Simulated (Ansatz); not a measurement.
# [BF4]− (SMILES F[B-](F)(F)F) at 6 levels

We compute a comparison of 6 runs (B3LYP/6-31G*, PBE/aug-cc-pVDZ, SVWN5/aug-cc-pVDZ, revPBE/aug-cc-pVDZ, CCSD(T)/aug-cc-pVDZ) of [BF4]−. 

The calculation is run with Ansatz 0.2.0.

### Step 1. The molecule

The species is [BF4]− (5 atoms), meant as a singlet with charge -1. As SMILES, `F[B-](F)(F)F`. The F1–B2 distance was set to 2.108 Å, away from the relaxed value. At this shape a bond of the SMILES string is far longer than usual.

Bond lengths: B2–F3 1.406 Å, B2–F4 1.406 Å, B2–F5 1.406 Å. Angles: F3–B2–F4 109.5°, F3–B2–F5 109.5°, F4–B2–F5 109.5°.

### Step 2. The energy at B3LYP/6-31G(d) (spherical functions) (run 1)

input.yaml

```yaml
crystal:
  periodic: [false, false, false]
  atoms:
    - {symbol: F, position_ang: [-0.085652, -0.060301, 2.105996]}
    - {symbol: B, position_ang: [0.000000, 0.000000, 0.000100]}
    - {symbol: F, position_ang: [0.948900, -0.931000, -0.457200]}
    - {symbol: F, position_ang: [-1.262500, -0.319100, -0.529700]}
    - {symbol: F, position_ang: [0.370700, 1.290300, -0.417200]}
basis:
  gaussian:
    orbitals: 6-31G_st_-spherical.json
total_charge: -1
accuracy: high
hamiltonian:
  xc: {name: B3LYP}
output: {orbitals: {seedname: orbitals}}
```

The basis set 6-31G* is read from a file made from the Basis Set Exchange's data (not shown).

Launch:

```
$ ansatz run input.yaml --threads 1 --pin off --max-ram 3480MiB --events-out events.jsonl --progress --plain --runs-dir runs
```

The program printed:

```text
Warning: RAYON_NUM_THREADS=1 ignored (pool sized by the plan → 1); use --threads N
Functional definition: B3LYP
  name "B3LYP"
  parameter a0 = 0.2
  parameter ax = 0.72
  parameter ac = 0.81
  exchange = (1 - a0 - ax)*slater_x + ax*b88_x + a0*exact_x
  correlation = (1 - ac)*vwn_rpa_c + ac*lyp_c
1495 factors; integrals over basis functions are off by at most 3.7e-9 eV
mean field evaluation 1: about -11546.9516 eV, gradient 2.8e1 eV
mean field evaluation 2: about -11540.9890 eV, gradient 6.6e1 eV
mean field evaluation 4: about -11548.6127 eV, gradient 2.9e0 eV
mean field evaluation 8: about -11548.7132 eV, gradient 5.2e-2 eV
mean field evaluation 16: about -11548.7132 eV, gradient 4.5e-6 eV
mean field -11548.71322682 eV, -424.4073830868 hartree, gradient 3.1e-8 eV, S^2 0.000000; 0 other end points of the search recorded, 0 dependent functions left out
reference -11548.71325108 eV, -424.4073839784 hartree; 21, 21 occupied and 49, 49 virtual orbitals, 1495 factors
Total energy: -11548.71325108 eV, -424.4073839784 hartree
```

It took 1.9 s on 1 thread of AMD EPYC 9R45 (Zen 5), shared host; peak memory 0.21 GiB.

### Step 3. A single-point energy at B3LYP/6-31G(d) (Cartesian functions) (run 2)

in.yaml

```yaml
basis:
  gaussian: {orbitals: "6-31G*"}
crystal:
  periodic: [false, false, false]
  atoms:
    - symbol: F
      position_ang: [-0.085652, -0.060301, 2.105996]
    - symbol: B
      position_ang: [0.000000, 0.000000, 0.000100]
    - symbol: F
      position_ang: [0.948900, -0.931000, -0.457200]
    - symbol: F
      position_ang: [-1.262500, -0.319100, -0.529700]
    - symbol: F
      position_ang: [0.370700, 1.290300, -0.417200]
accuracy: high
total_charge: -1
output: {orbitals: {seedname: orbitals}}
hamiltonian: {xc: {name: B3LYP}}
```

Launch:

```
$ ansatz run in.yaml --threads 1 --pin off --max-ram 3480MiB --events-out events.jsonl --progress --plain --runs-dir runs
```

The program printed, cut to the lines that bear on the results:

```text
Warning: RAYON_NUM_THREADS=1 ignored (pool sized by the plan → 1); use --threads N
[... 7 set-up lines as earlier in the session ...]
1512 factors; integrals over basis functions are off by at most 2.8e-9 eV
mean field evaluation 1: about -11547.1613 eV, gradient 2.8e1 eV
mean field evaluation 2: about -11541.1872 eV, gradient 6.6e1 eV
mean field evaluation 4: about -11548.8122 eV, gradient 2.9e0 eV
mean field evaluation 8: about -11548.8647 eV, gradient 8.1e-2 eV
mean field evaluation 16: about -11548.8647 eV, gradient 7.6e-6 eV
mean field -11548.86473424 eV, -424.4129508816 hartree, gradient 4.8e-8 eV, S^2 0.000000; 0 other end points of the search recorded, 0 dependent functions left out
reference -11548.86475862 eV, -424.4129517775 hartree; 21, 21 occupied and 54, 54 virtual orbitals, 1512 factors
Total energy: -11548.86475862 eV, -424.4129517775 hartree
```

It took 1.9 s on 1 thread of AMD EPYC 9R45 (Zen 5), shared host; peak memory 0.21 GiB.

Runs 3 to 5 aren't shown in full; the table further down has their settings and results.

### Step 4. The energy at CCSD(T)/aug-cc-pVDZ (run 6)

in.yaml

```yaml
crystal:
  periodic: [false, false, false]
  atoms:
    - {symbol: F, position_ang: [-0.085652, -0.060301, 2.105996]}
    - {symbol: B, position_ang: [0.000000, 0.000000, 0.000100]}
    - {symbol: F, position_ang: [0.948900, -0.931000, -0.457200]}
    - {symbol: F, position_ang: [-1.262500, -0.319100, -0.529700]}
    - {symbol: F, position_ang: [0.370700, 1.290300, -0.417200]}
basis:
  gaussian: {orbitals: aug-cc-pVDZ}
correlation: {method: ccsd_t, frozen_orbitals: {B: 1, F: 1}}
accuracy: high
total_charge: -1
scf: {omitted_lower_state_checks: [cluster_reference, increment]}
```

Launch:

```
$ ansatz run in.yaml --threads 1 --pin off --max-ram 3480MiB --events-out events.jsonl --progress --plain --runs-dir runs
```

The program printed, cut to the lines that bear on the results:

```text
Warning: RAYON_NUM_THREADS=1 ignored (pool sized by the plan → 1); use --threads N
Functional definition: HF
  name "HF"
[...]
2331 factors; integrals over basis functions are off by at most 2.8e-9 eV
[...]
mean field -11502.10295193 eV, -422.6944870782 hartree, gradient 2.8e-8 eV, S^2 0.000000; 0 other end points of the search recorded, 0 dependent functions left out
5 core orbitals not correlated: weight in the atoms' cores, before any rotation towards them, 1.000 or more for the frozen orbitals, at most 0.000 for the correlated occupied ones
reference -11502.10295193 eV, -422.6944870782 hartree; 16, 16 occupied and 94, 94 virtual orbitals, 2331 factors
second order -25.41648511 eV of doubles, -0.00000000 eV of singles
cycle   1  -24.74820516 eV  change    6.7e-1 eV  update   1.4e-1
[...]
cycle  22  -25.45648699 eV  change   -1.3e-9 eV  update   1.2e-9
perturbative correction -0.66626291 eV, -0.0244847104 hartree
Total energy: -11528.22570184 eV, -423.6544804305 hartree
Checks for a lower state left out: cluster_reference, increment
```

Run time: 31 s. Hardware: 1 thread of AMD EPYC 9R45 (Zen 5), shared host; peak memory 1.2 GiB.

### Step 5. Overview of the runs

| run | level | Cartesian functions | frozen core orbitals | energy (Eh) | HOMO energy (eV) | LUMO energy (eV) | HOMO–LUMO gap (eV) | wall time |
| --- | --- | --- | --- | --- | --- | --- | --- | --- |
| 1 | B3LYP/6-31G* (spherical functions) | no | – | -424.407384 | -1.39 | 6.76 | 8.15 | 1.9 s |
| 2 | B3LYP/6-31G* (Cartesian functions) | yes | – | -424.412952 | -1.43 | 6.73 | 8.16 | 1.9 s |
| 3 | PBE/aug-cc-pVDZ | no | – | -424.105075 | -1.53 | 3.43 | 4.96 | 3.3 s |
| 4 | SVWN5/aug-cc-pVDZ | no | – | -421.716106 | -1.77 | 3.38 | 5.15 | 2.4 s |
| 5 | revPBE/aug-cc-pVDZ | no | – | -424.372438 | -1.44 | 3.40 | 4.84 | 3.3 s |
| 6 | CCSD(T)/aug-cc-pVDZ | no | 5 | -423.654480 | – | – | – | 31 s |

### Step 6. Summary of results

```
                                          quantity          value
                               run 6: total energy  -423.65448 Eh
run 6: correlation energy (5 core orbitals frozen)     -960.0 mEh
                             run 6: (T) correction     -24.48 mEh
                              run 6: T1 diagnostic          0.017
```

**Reading.** Over runs 1, 2, 3, 4, 5 the HOMO–LUMO gap runs from 4.84 eV (revPBE/aug-cc-pVDZ) to 8.16 eV (B3LYP/6-31G*). The two ends differ in method and basis. The empty levels of an anion lie above zero and hang on the basis. Totals of different functionals can't be ranked against each other. All runs together took 44 s, the longest 31 s.
